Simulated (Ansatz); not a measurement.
Working through an equation of state with a fit of TiNi, space group P4/mmm

Computed with Ansatz's Python interface.

At the Python prompt:
```pycon
>>> import ansatz as az
>>> import numpy as np
>>> from pymatgen.analysis.eos import EOS
>>> VECTORS = np.array([
...     [2.735803, 0.0, 0.0],
...     [0.0, 2.735803, 0.0],
...     [0.0, 0.0, 3.58141],
... ])
>>> SITES = [
...     ('Ti', (0.5, 0.5, 0.5), 0.0),
...     ('Ni', (0.0, 0.0, 0.0), 1.0),
... ]
>>> def crystal_on(cell):
...     crystal = az.Crystal(lattice=az.Lattice.of(cell))
...     for symbol, position, moment in SITES:
...         crystal = crystal.atom(symbol, position, moment=moment or None)
...     return crystal
...
>>> # scale the volume, keep shape and fractions
>>> volumes, energies = [], []
>>> for scale in np.linspace(0.94, 1.06, 7):
...     cell = VECTORS * scale ** (1 / 3)
...     calculation = (
...         crystal_on(cell).calculation()
...         .pseudopotentials('paw')
...         .spin('collinear')
...         .scf(tolerance=1e-10)
...         .occupations('fermi_dirac', width=0.1)  # fractional filling near the Fermi level
...         .functional(az.Functional.R2SCAN)
...         .basis(600)  # cutoff of the orbital basis
...         .kpoints(10, 10, 8)
...     )
...     r = calculation.run().report
...     volumes.append(abs(np.linalg.det(cell)) / len(SITES))
...     energies.append(r['free_energy_ev'] / len(SITES))
...     print(f'V = {volumes[-1]:8.4f} A^3/atom  F = {energies[-1]:.5f} eV/atom')
...
V =  12.5986 A^3/atom  F = -4175.15158 eV/atom
V =  12.8666 A^3/atom  F = -4175.16196 eV/atom
V =  13.1347 A^3/atom  F = -4175.16600 eV/atom
V =  13.4027 A^3/atom  F = -4175.16438 eV/atom
V =  13.6708 A^3/atom  F = -4175.15771 eV/atom
V =  13.9389 A^3/atom  F = -4175.14657 eV/atom
V =  14.2069 A^3/atom  F = -4175.13144 eV/atom
>>> for form in ['pourier_tarantola', 'birch_murnaghan']:
...     fit = EOS(eos_name=form).fit(volumes, energies)
...     print(f'{form:18s} V0 {fit.v0:8.4f} A^3/atom  B0 {fit.b0_GPa:7.1f} GPa  B1 {fit.b1:5.2f}')
...
pourier_tarantola  V0  13.1875 A^3/atom  B0   162.6 GPa  B1  4.65
birch_murnaghan    V0  13.1872 A^3/atom  B0   162.4 GPa  B1  4.73
```

A third-order Birch-Murnaghan fit through the 7 points has its minimum at 13.19 Å³ an atom, 1.6 % below the typed cell, with a bulk modulus of 162 GPa and dB/dP = 4.7. From that minimum the energy rises by 14.5 meV an atom on the compressed side and 34.7 meV on the expanded side.

Caveats:
- Absolute energies stand on the zero of these potentials, so only differences at equal settings mean something.
- Other magnetic orders than the one started from may lie lower.
- Shape and fractional positions are held along the curve, so the bulk modulus is an upper value where they are free to relax.
- The mesh is modest for a metal, so energies can be off by several to tens of meV an atom and pressures by half a GPa or more; differences at equal mesh fare better.
- r2SCAN tends to overestimate the moments of itinerant magnets.
- The structure comes from a database of computed cells and needn't be a stable or known phase.
- Wall time of the script: 120 s on 1 thread of AMD EPYC 9R45 96-Core Processor (Zen 5) (shared host), peak memory 0.72 GiB.
